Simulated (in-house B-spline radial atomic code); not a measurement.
# La³⁺ in a hard spherical wall

What does confinement do to La³⁺? The free system is solved first, then the same system inside hard walls.

Program: in-house B-spline radial atomic code version 1. Level of theory: non-relativistic PBE0, spin-polarised, spherical fractional occupations, point nucleus, basis-set limit. These are calculated values, not measurements, unless marked.

### Step 1. Starting point

```
element       : lanthanum (Z = 57)
charge        : +3
electrons     : 54
configuration : [Kr] 4d10 5s2 5p6
Hamiltonian   : non-relativistic
nucleus       : point
```

Outer shells as boxes (Hund's rule):

[Kr] 4d10 5s2 5p6
```
[Kr] core
4d [↑↓][↑↓][↑↓][↑↓][↑↓]
5s [↑↓]
5p [↑↓][↑↓][↑↓]
```

Where spins are not typed, each open shell is filled with up spins first.

Settings, as recorded:

```ini
Z = 57
electrons = 54.0
configuration = [Kr] 4d10 5s2 5p6
hamiltonian = nr
method = pbe0
spin_polarised = True
```

The reference is known from an earlier run: -8222.215649 hartree in all. Up to eight levels, counted from the top:

| orbital | occupation | energy (eV) | <r> (bohr) |
| --- | --- | --- | --- |
| 4p down | 3 | -226.14 | 0.7051 |
| 4p up | 3 | -226.14 | 0.7051 |
| 4d down | 5 | -135.10 | 0.7632 |
| 4d up | 5 | -135.10 | 0.7632 |
| 5s down | 1 | -61.195 | 1.608 |
| 5s up | 1 | -61.195 | 1.608 |
| 5p down | 3 | -46.192 | 1.776 |
| 5p up | 3 | -46.192 | 1.776 |

### Step 2. Wall at 8.57 bohr

Settings, as recorded:

```ini
Z = 57
electrons = 54.0
configuration = [Kr] 4d10 5s2 5p6
hamiltonian = nr
method = pbe0
spin_polarised = True
wall_radius = 8.57
```

### Step 3. Wall at 4.64 bohr

The settings differ from step 2 so:

```diff
@@ -6,2 +6,2 @@
 spin_polarised = True
-wall_radius = 8.57
+wall_radius = 4.64
```

### Step 4. Wall at 3.61 bohr

The settings differ from step 3 so:

```diff
@@ -6,2 +6,2 @@
 spin_polarised = True
-wall_radius = 4.64
+wall_radius = 3.61
```

### Step 5. Wall at 2.63 bohr

The settings differ from step 4 so:

```diff
@@ -6,2 +6,2 @@
 spin_polarised = True
-wall_radius = 3.61
+wall_radius = 2.63
```

### Step 6. Wall at 1.71 bohr

The settings differ from step 5 so:

```diff
@@ -6,2 +6,2 @@
 spin_polarised = True
-wall_radius = 2.63
+wall_radius = 1.71
```

Q: What do the energy and the highest level do as the wall closes in?

As calculated:

| radius (bohr) | energy above the free system (eV) | pressure (GPa) | highest level (eV) |
| --- | --- | --- | --- |
| 8.57 | below noise | 5.47e-06 | -46.192 (5p up) |
| 4.64 | 0.272 | 3.11 | -45.998 (5p up) |
| 3.61 | 4.703 | 83 | -44.122 (5p up) |
| 2.63 | 60.307 | 1923 | -30.351 (5p up) |
| 1.71 | 703.59 | 60285 | 72.929 (5p up) |

**Reading.** For [Kr] 4d10 5s2 5p6 the energy above the free reference is below noise at 8.57 bohr and 703.59 eV at 1.71 bohr, where the electrons press on it with 60285 GPa. Its highest level passes zero between 2.63 and 1.71 bohr; in smaller spheres the level is positive, pushed up by confinement, and the wall keeps the electron in. A hard wall is a crude model of an atom's surroundings.
